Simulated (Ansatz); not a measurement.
# In3BiP2: the band gap up the ladder of functionals

The task here is to estimate one member of a computed series from the others.

Program: Ansatz 0.2.0. PAW datasets, plane waves. Values at 0 K without nuclear motion; spin polarisation is off, and the phase may be a hypothetical one.

## The structure to begin with

The cell was relaxed beforehand with r2SCAN.

Space group I-4m2 (No. 119), tetragonal; a = 4.362 Å, c = 18.631 Å in the conventional setting, 29.55 Å³ an atom. Around P lie 4 In at 2.60 Å; around In lie 4 P at 2.60 Å; around In lie 2 P at 2.60 Å and 2 Bi at 2.85 Å; around Bi lie 4 In at 2.85 Å.

Structure file:

```cif
data_structure
_symmetry_space_group_name_H-M 'P 1'
_symmetry_Int_Tables_number 1
_cell_length_a 9.8131
_cell_length_b 9.8131
_cell_length_c 9.8131
_cell_angle_alpha 154.315
_cell_angle_beta 154.315
_cell_angle_gamma 36.642
_cell_volume 177.28
loop_
_atom_site_label
_atom_site_type_symbol
_atom_site_fract_x
_atom_site_fract_y
_atom_site_fract_z
_atom_site_occupancy
P1 P 0.17428 0.17428 0.00000 1
In1 In 0.75000 0.25000 0.50000 1
P2 P 0.82572 0.82572 0.00000 1
In2 In 0.40185 0.90185 0.50000 1
Bi1 Bi 0.50000 0.50000 0.00000 1
In3 In 0.09815 0.59815 0.50000 1
```

Set-up of the first run:

input.yaml reads:

```yaml
crystal:
  lattice:
    - [-2.1812000988, 2.1812000988, 9.315643028]
    - [2.1812000988, -2.1812000988, 9.315643028]
    - [2.1812000988, 2.1812000988, -9.315643028]
  atoms:
    - { symbol: P, position: [0.1742845509, 0.1742845509, 0.0] }
    - { symbol: In, position: [0.75, 0.25, 0.5] }
    - { symbol: P, position: [0.8257154491, 0.8257154491, 0.0] }
    - { symbol: In, position: [0.4018514097, 0.9018514097, 0.5] }
    - { symbol: Bi, position: [0.5, 0.5, 0.0] }
    - { symbol: In, position: [0.0981485903, 0.5981485903, 0.5] }
kpoints:
  mp_grid: { grid: [8, 8, 8] }
  band_path:
    path:
      - [[0.0, 0.0, 0.0], [-1.259302541436e-17, 1.259302541436e-17, 0.5], [0.25, 0.25, 0.25], [3.389777001293e-18, 0.5, -3.389777001293e-18], [0.0, 0.0, 0.0], [0.5, 0.5, -0.5], [0.2637058302819, 0.7362941697181, -0.2637058302819]]
      - [[-0.2637058302819, 0.2637058302819, 0.2637058302819], [0.0, 0.0, 0.0]]
      - [[-1.259302541436e-17, 1.259302541436e-17, 0.5], [-0.02741166056381, 0.02741166056381, 0.5]]
      - [[0.5, 0.5, -0.02741166056381], [0.5, 0.5, -0.5]]
    npoints: 10
hamiltonian:
  xc: pbe
scf:
  occupations: { method: fermi_dirac, width: 0.02 }
  n_extra_bands: 5
output:
  forces: true
  stress: true
  eigenvalues: true
  write_density: true
  write_potential: true
  elf: true
  volumetric_format: npy
```

On the command line:

```sh
ansatz run input.yaml --threads 2 --pin off --max-ram 20275MiB --backend cpu --events-out ev --progress --plain --runs-dir out
```

Steps of the session up to this table: PBE bands along the symmetry lines; r2SCAN at the same geometry; HSE06 at the same geometry; PBE+SOC.

One of the session's tables, all rows but one given; the rest of the session is left out.

```
  level  gap (eV)
    PBE     -0.03
 r2SCAN      0.00
  HSE06      0.00
PBE+SOC         ?
```

**Question.** Estimate the row for PBE+SOC.

The run gave: gap (eV): 0.14. In the column «gap (eV)» it is the highest.

Meshes: PBE 8×8×8, r2SCAN 8×8×8, HSE06 6×6×6, PBE+SOC 8×8×8

PBE finds no gap, while PBE+SOC opens one of up to 0.14 eV: the level of theory decides whether this is called a metal.

Caveats from the session: Warnings in the runs' records: stress scf threshold loose, filled band counts differ across k points, stress exchange threshold loose.
